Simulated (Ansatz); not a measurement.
# AlH₉N₂Si₂: up Jacob's ladder to CCSD(T)

One table from this session's results is given with a row withheld; the runs are named, their logs left out.

Method: functionals in def2-TZVPP, the program's frozen cores in correlated methods; program: Ansatz 0.2.0, Gaussian basis.

Levels to be run: PBE-D4, r2SCAN-D4, PBE0-D4, B3LYP-D4, ωB97X-V, ωB97M-V, B2PLYP; CCSD(T)/def2-TZVPP; MP2/def2-QZVPP; extrapolation to the limit.

## The geometry

The geometry comes from an earlier relaxation with PBE0-D4 in a triple-zeta def2 set; it is a stationary point, not always the lowest conformer.

SMILES `N[Si](N)([AlH2])[SiH3]`, 14 atoms, charge 0, spin multiplicity 1.

Atoms are counted from 1 here; the program's logs count them from 0.

Bond lengths: N1–Si2 1.731 Å, N1–H6 1.008 Å, N1–H7 1.007 Å, Si2–N3 1.724 Å, Si2–Al4 2.475 Å, Si2–Si5 2.362 Å, N3–H8 1.006 Å, N3–H9 1.008 Å, Al4–H10 1.597 Å, Al4–H11 1.594 Å, Si5–H12 1.492 Å, Si5–H13 1.493 Å, Si5–H14 1.493 Å. Angles: Si2–N1–H6 120.1°, Si2–N1–H7 120.0°, H6–N1–H7 111.2°, N1–Si2–N3 106.9°, N1–Si2–Al4 118.4°, N1–Si2–Si5 103.5°, N3–Si2–Al4 105.8°, N3–Si2–Si5 114.3°, Al4–Si2–Si5 108.3°, Si2–N3–H8 120.8°, Si2–N3–H9 121.4°, H8–N3–H9 112.0°, Si2–Al4–H10 121.8°, Si2–Al4–H11 120.8°, H10–Al4–H11 117.3°, Si2–Si5–H12 112.3°, Si2–Si5–H13 109.7°, Si2–Si5–H14 112.3° and more.

Set-up of the first run:

File in.yaml:

```yaml
crystal:
  periodic: [false, false, false]
  atoms:
    - {symbol: N, position_ang: [-1.890454, -0.108765, 0.525650]}
    - {symbol: Si, position_ang: [-0.223480, 0.234311, 0.208179]}
    - {symbol: N, position_ang: [0.354136, 1.181856, 1.528112]}
    - {symbol: Al, position_ang: [0.348668, 1.507389, -1.836150]}
    - {symbol: Si, position_ang: [0.757825, -1.908271, 0.047889]}
    - {symbol: H, position_ang: [-2.558013, 0.643957, 0.593097]}
    - {symbol: H, position_ang: [-2.315290, -0.938925, 0.145113]}
    - {symbol: H, position_ang: [1.072560, 1.872733, 1.391007]}
    - {symbol: H, position_ang: [0.346382, 0.827813, 2.472253]}
    - {symbol: H, position_ang: [1.339613, 2.759619, -1.798768]}
    - {symbol: H, position_ang: [-0.243829, 1.084892, -3.253953]}
    - {symbol: H, position_ang: [0.845177, -2.591486, 1.371706]}
    - {symbol: H, position_ang: [2.146016, -1.786596, -0.487068]}
    - {symbol: H, position_ang: [0.007689, -2.807627, -0.878265]}
basis:
  gaussian: {orbitals: def2-TZVPP}
hamiltonian: {xc: pbe, dispersion: d4}
output: {forces: true, orbitals: {seedname: orbitals}}
```

On the command line:

```bash
$ ansatz run in.yaml --threads 4 --pin off --events-out ev --progress --plain --max-ram 10444MiB
```

Steps of the session up to this table: PBE-D4 (GGA); r2SCAN-D4 (meta-GGA); PBE0-D4 (hybrid); B3LYP-D4 (hybrid); ωB97X-V (range-separated); ωB97M-V (range-separated); B2PLYP (double hybrid); CCSD(T) in def2-TZVPP; MP2 in def2-QZVPP.

One of the session's tables, all rows but one given; the rest of the session is left out.

```
            method  atomisation energy (kJ/mol)
            PBE-D4                       4292.9
         r2SCAN-D4                       4264.1
           PBE0-D4                       4241.9
          B3LYP-D4                       4294.7
           ωB97X-V                       4322.6
           ωB97M-V                       4290.7
            B2PLYP                       4217.5
     HF/def2-TZVPP                            ?
    MP2/def2-TZVPP                       4144.2
   CCSD/def2-TZVPP                       4096.7
CCSD(T)/def2-TZVPP                       4149.9
           MP2/CBS                       4284.8
       CCSD(T)/CBS                       4290.5
```

Q: Estimate the row for HF/def2-TZVPP from the others.

**Answer.** atomisation energy (kJ/mol): 3034.8. In the column «atomisation energy (kJ/mol)» it is the lowest.

To keep in mind: Free atoms (2 N, 2 Si, 1 Al, 9 H) were run apart at each level; the atomisation energy is their sum less the molecule, without zero-point or spin-orbit terms.
